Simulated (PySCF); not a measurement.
# CaC+: bond curves at several levels of theory

One table from this session's results is given with a row withheld; the runs are named, their logs left out.

Method: Ca 6-311G(d,p), C 6-311G(d,p), no relativity; program: PySCF 2.14.0.

The first run:

Settings of the job:

```yaml
atoms: Ca, C
charge: 1
basis: Ca 6-311G(d,p), C 6-311G(d,p)
Hamiltonian: no relativity
basis_functions: 57
electrons_treated: 25
masses_in_u: 39.9626, 12.0000
levels: PBE0, PBE, r²SCAN, BHandHLYP, M06, BLYP, HF, MP2, SCS-MP2, CCSD, CCSD(T)
grid: 80 radial by 434 angular points
occupations: held fixed by the projection of orbital angular momentum
dissociation_limit: Ca+ + C, each in its ground configuration
starting_distance_in_angstrom: 2.400
values_of_2S_to_try: 1, 3
```

Run with:

```
$ OMP_NUM_THREADS=1 python dia.py task.json out
```

Among the steps run: Set-up; First curve: PBE0; Higher solutions at PBE0; PBE (GGA); r²SCAN (meta-GGA); BHandHLYP (global hybrid GGA); M06 (hybrid meta-GGA); BLYP; UHF (mean field); Correlated methods on the Hartree–Fock reference.

One of the session's tables, all rows but one given; the rest of the session is left out.

Energy (eV) from each level's lowest point:

```
R (Å)    UHF  UHF-MP2  UHF-SCS-MP2  UHF-CCSD  UHF-CCSD(T)
1.865  1.193    0.999        1.024       n/a          n/a
1.951  0.621    0.494        0.511     0.523        0.517
2.038      ?        ?            ?         ?            ?
2.103  0.103    0.058        0.064     0.070        0.069
2.168  0.021    0.001        0.004     0.007        0.007
2.233  0.000    0.000        0.000     0.000        0.000
2.320  0.047    0.067        0.064     0.059        0.059
2.428  0.193    0.230        0.224     0.212        0.209
2.558  0.448    0.494        0.486     0.462        0.456
2.732  0.844    0.890        0.878       n/a          n/a
```

**Question.** Estimate the row for R (Å) = 2.038.

Worked estimate for «UHF». A straight line through the neighbours (1.951, 0.621) and (2.103, 0.103) gives 0.621 + (0.103 − 0.621) × (2.038 − 1.951) / (2.103 − 1.951) = 0.325; a parabola fitted to 4 rows on both sides gives 0.253.

**Answer.** UHF: 0.261; UHF-MP2: 0.186; UHF-SCS-MP2: 0.196; UHF-CCSD: 0.205; UHF-CCSD(T): 0.202. In «UHF» the line misses by +0.064 and the parabola by -0.008.
